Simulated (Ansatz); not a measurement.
# BClH₃NS: taking an electron away

One table from this session's results is given with a row withheld; the runs are named, their logs left out.

Method: unrestricted cation, the program's frozen cores in correlated methods; program: Ansatz 0.2.0, Gaussian basis.

Levels to be run: UKS PBE-D4/def2-TZVPP; UKS r2SCAN-D4/def2-TZVPP; UKS PBE0-D4/def2-TZVPP; UKS B3LYP-D4/def2-TZVPP; UKS wB97X-V/def2-TZVPP; UKS wB97M-V/def2-TZVPP; UKS B2PLYP/def2-TZVPP; UHF-CCSD(T)/def2-TZVPP; UHF-CCSD(T)/def2-QZVPP; extrapolation to the limit; then −ε(HOMO) from the neutral's earlier runs with LDA (SPW92), PBE-D4, revPBE-D4, BLYP-D4, r2SCAN-D4, B97M-V, PBE0-D4, B3LYP-D4, r2SCANh-D4, r2SCAN0-D4, HSE06-D4, BHLYP-D4, CAM-B3LYP-D4, LC-ωPBE, ωB97X-V, ωB97M-V.

### The geometry

All runs share one geometry, relaxed beforehand with PBE0-D4 in a triple-zeta def2 set.

SMILES `NB(S)Cl`, 7 atoms, charge 0, spin multiplicity 1.

Atoms are counted from 1 here; the program's logs count them from 0.

Bond lengths: N1–B2 1.391 Å, N1–H5 1.005 Å, N1–H6 1.004 Å, B2–S3 1.813 Å, B2–Cl4 1.772 Å, S3–H7 1.344 Å. Angles: B2–N1–H5 121.6°, B2–N1–H6 123.8°, H5–N1–H6 114.6°, N1–B2–S3 125.3°, N1–B2–Cl4 118.9°, S3–B2–Cl4 115.8°, B2–S3–H7 97.0°.

Set-up of the first run:

in.yaml reads:

```yaml
crystal:
  periodic: [false, false, false]
  atoms:
    - {symbol: N, position_ang: [-0.251823, 0.913601, -0.185530]}
    - {symbol: B, position_ang: [-0.217719, -0.474858, -0.253848]}
    - {symbol: S, position_ang: [0.884760, -1.545266, 0.708499]}
    - {symbol: Cl, position_ang: [-1.325887, -1.305091, -1.359110]}
    - {symbol: H, position_ang: [-0.888471, 1.452532, -0.746797]}
    - {symbol: H, position_ang: [0.341677, 1.458441, 0.413757]}
    - {symbol: H, position_ang: [1.518563, -0.567358, 1.377328]}
basis:
  gaussian: {orbitals: def2-TZVPP}
total_charge: 1
magnetization: {spin_polarized: true, initial_magnetization: 1}
hamiltonian: {xc: pbe, dispersion: d4}
```

On the command line:

```console
$ ansatz run in.yaml --threads 2 --pin off --events-out ev --progress --plain --max-ram 20480MiB --backend cpu
```

Steps of the session up to this table: Cation, UKS PBE-D4/def2-TZVPP; Cation, UKS r2SCAN-D4/def2-TZVPP; Cation, UKS PBE0-D4/def2-TZVPP; Cation, UKS B3LYP-D4/def2-TZVPP; Cation, UKS wB97X-V/def2-TZVPP; Cation, UKS wB97M-V/def2-TZVPP; Cation, UKS B2PLYP (frozen core)/def2-TZVPP; Cation, UHF-CCSD(T)/def2-TZVPP; Cation, UHF-CCSD(T)/def2-QZVPP.

One table of the session follows, with a row left open; its other results are not shown here.

For comparison, −ε(HOMO) of the neutral from earlier runs:

```
  functional  −ε(HOMO) (eV)
 LDA (SPW92)           6.40
      PBE-D4           6.27
   revPBE-D4           6.21
     BLYP-D4           6.10
   r2SCAN-D4           6.57
      B97M-V           6.64
     PBE0-D4           7.52
    B3LYP-D4           7.27
  r2SCANh-D4           7.03
  r2SCAN0-D4           7.72
    HSE06-D4           7.12
    BHLYP-D4              ?
CAM-B3LYP-D4           8.85
     LC-ωPBE          10.27
     ωB97X-V           9.89
     ωB97M-V           9.71
```

Q: Estimate the row for BHLYP-D4 from the others.

Worked estimate for «−ε(HOMO) (eV)». Against the share of exact exchange, BLYP-D4 (0, 6.10), B3LYP-D4 (0.2, 7.27) give a slope of 5.85 per unit share; at 0.5 the line stands at 9.02.

As computed: −ε(HOMO) (eV): 8.63. In «−ε(HOMO) (eV)» the line misses by +0.39.
